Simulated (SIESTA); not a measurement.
The system is FeGe.

```xyz
6
Lattice="4.9976 0.0000 0.0000 -2.4988 4.3281 0.0000 0.0000 0.0000 4.1158" Properties=species:S:1:pos:R:3 pbc="T T T"
Ge    2.4988    1.4427    2.0579
Ge    0.0000    2.8854    2.0579
Ge    0.0000    0.0000    0.0000
Fe   -1.2494    2.1640    0.0000
Fe    1.2494    2.1640    0.0000
Fe    2.4988    0.0000    0.0000
```

The cell is a database's computed one.

- Program: SIESTA 5.4.2
- Task: single point
- Functional: PBEsol
- Potentials or basis: PseudoDojo 0.4 standard (PBEsol files)
- Basis: DZP (energy shift 0.003 Ry; two zetas on semicore shells)
- Grid cutoff: 800 Ry
- Energy shift: 0.003 Ry
- k mesh: 6 × 6 × 7
- Occupations: fermi-dirac, width 0.05 eV
- Spin: collinear spin, ferromagnetic start
- Starting moments: [0.0, 0.0, 0.0, 3.0, 3.0, 3.0] μB

On this cell: pressure -8.6 GPa; largest force under 0.003 eV/Å; net moment 4.39 μB per cell; site moments Ge -0.16, -0.19; Fe +1.63 μB; band gap on the k mesh none (metal or under the smearing width).

The same run follows on a disturbed copy (atoms moved at random, drawn with an rms of 0.05 Å):

```
CELL_PARAMETERS angstrom
4.99760 0.00000 0.00000
-2.49880 4.32805 0.00000
0.00000 0.00000 4.11576
ATOMIC_POSITIONS crystal
Ge 0.66300 0.33729 0.49181
Ge 0.31508 0.65286 0.49058
Ge 0.00625 0.00167 0.00717
Fe 0.99690 0.50198 0.99386
Fe 0.49947 0.48689 0.98554
Fe 0.49932 0.00960 0.99758
```

Problem. What changes?

Solution. The energy (extrapolated to zero smearing) moves by +18.2 meV/atom; pressure -7.8 GPa; largest force 1.156 eV/Å; net moment 4.39 μB per cell; site moments Ge -0.15, -0.17, -0.19; Fe +1.59, +1.63, +1.68 μB; band gap on the k mesh none (metal or under the smearing width).

Forces on the atoms (eV/Å):
```
Ge   0.139 -0.180  0.076
Ge   0.323  0.358  0.164
Ge  -0.623 -0.187 -0.231
Fe   0.323 -0.069 -0.061
Fe  -0.669  0.927  0.175
Fe   0.507 -0.848 -0.122
```

Stress tensor (GPa, compression positive):
```
-7.22  0.11 -0.01
 0.11 -8.03  0.03
-0.01  0.03 -8.03
```

Caveats: short orbitals over semicore shells can move pressures by several GPa; the basis of atomic orbitals isn't converged, which shifts pressures, moduli and gaps.
